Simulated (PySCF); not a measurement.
Set up this calculation in PySCF 2.14.0, as an ASE script.

| Property | Result |
| --- | --- |
| Task | MP2 correlation energy |
| Functional | HF |
| Potentials or basis | def2-svp (all-electron) |
| k mesh | 1 × 1 × 1 |
| Occupations | fixed |
| Spin | no spin polarisation |
| Exponents discarded below (exp_to_discard) | 0 1/bohr^2 |
| Frozen core bands | 10 |
| conv_tol | 1e-08 Ha |
| max_cycle | 60 |
| exxdiv | ewald |
| Relativity | none |
| Coulomb method | Gaussian density fitting (GDF) |
| Three-centre integrals | read from an earlier run's file |

The structure of P2 lies in P.cif:

```cif
data_P
_cell_length_a 9.00000000
_cell_length_b 9.00000000
_cell_length_c 11.00000000
_cell_angle_alpha 90.00000000
_cell_angle_beta 90.00000000
_cell_angle_gamma 90.00000000
_space_group_name_H-M_alt 'P1'
_space_group_name_Hall 'P 1'
_space_group_IT_number 1
loop_
_space_group_symop_operation_xyz
'x,y,z'
loop_
_atom_site_label
_atom_site_type_symbol
_atom_site_symmetry_multiplicity
_atom_site_Wyckoff_symbol
_atom_site_fract_x
_atom_site_fract_y
_atom_site_fract_z
_atom_site_occupancy
P1 P 1 a 0.5014444400 0.5023333300 0.4170272700 1
P2 P 1 a 0.5014444400 0.5023333300 0.5891545500 1
```

These files were run (other wordings do the same):

run.py

```python
import json
import numpy as np
from pyscf.pbc import gto, scf, dft, df
from pyscf.pbc.tools import pyscf_ase
from ase.io import read

atoms = read('P.cif')
cell = pyscf_ase.cell_from_ase(atoms)
cell.basis = 'def2-svp'
cell.exp_to_discard = 0
cell.precision = 1e-08
cell.max_memory = 2520  # MB
cell.verbose = 4
cell.build()

res = {}
kpts = cell.make_kpts([1, 1, 1])
mf = scf.KRHF(cell, kpts, exxdiv='ewald')
mf = mf.density_fit()
mf.with_df._cderi = 'cderi.h5'  # three-centre integrals saved by an earlier run on this cell, basis and mesh
mf.conv_tol = 1e-08
mf.max_cycle = 60

mf.kernel()
res.update(converged=bool(mf.converged), e_tot=mf.e_tot, nelec=cell.nelectron, nao=cell.nao, mesh=list(map(int, cell.mesh)), a=cell.lattice_vectors().tolist(), coords=cell.atom_coords().tolist(),
           mo_energy=[np.real(x).tolist() for x in mf.mo_energy], mo_occ=[np.real(x).tolist() for x in mf.mo_occ])
import h5py
print('fit functions by k pair:', sorted({v['0'].shape[0] for v in h5py.File(mf.with_df._cderi)['j3c'].values()}))
res.update(kpts=cell.get_scaled_kpts(kpts).tolist())
res['parts'] = {k: float(np.real(v)) for k, v in mf.scf_summary.items() if np.isscalar(v)}
json.dump(res, open('results.json', 'w'))
if not mf.converged:
    raise SystemExit('SCF not converged')

print('levels (eV)')
for i, kp in enumerate(res['kpts'][:40]):
    print('k %7.4f %7.4f %7.4f  ' % tuple(kp), ' '.join('%.3f' % (x * 27.211386) for x in res['mo_energy'][i][:20]))

# Mulliken populations
dm, s = np.asarray(mf.make_rdm1()), np.asarray(mf.get_ovlp())
sites = cell.aoslice_by_atom()[:, 2:]
tot = np.einsum('kij,kji->i', dm, s).real / len(kpts)
res['mulliken'] = [cell.atom_charge(i) - tot[a0:a1].sum() for i, (a0, a1) in enumerate(sites)]
print('Mulliken charges', np.round(res['mulliken'], 5))

from pyscf.pbc import mp
pt = mp.KMP2(mf, frozen=10)
pt.kernel(with_t2=False)
res.update(e_corr=pt.e_corr, e_ss=getattr(pt, 'e_corr_ss', None), e_os=getattr(pt, 'e_corr_os', None))
res['done'] = True
json.dump(res, open('results.json', 'w'))
```

Potentials or basis: def2-svp (all-electron).

Run with:

```console
$ OMP_NUM_THREADS=2 python -u run.py > log
```

It gave:

```yaml
Gap_between_the_frontier_levels: 11.10 eV
MP2_correlation_energy_per_cell: -5.808 eV
```

Caveat: the basis is small and the box finite, so much correlation energy is missing and levels can be off by tenths of an eV; this is a molecule in a periodic box at the Γ point, so its band gap is the HOMO-LUMO gap; total energy, band gap and charges are those of the mean-field reference; the basis of atomic orbitals isn't converged, which shifts pressures, moduli and gaps.

Run time: 2.3 s on 2 threads of Intel(R) Xeon(R) Processor @ 2.70GHz, with other jobs on the host, peak memory 0.55 GiB.
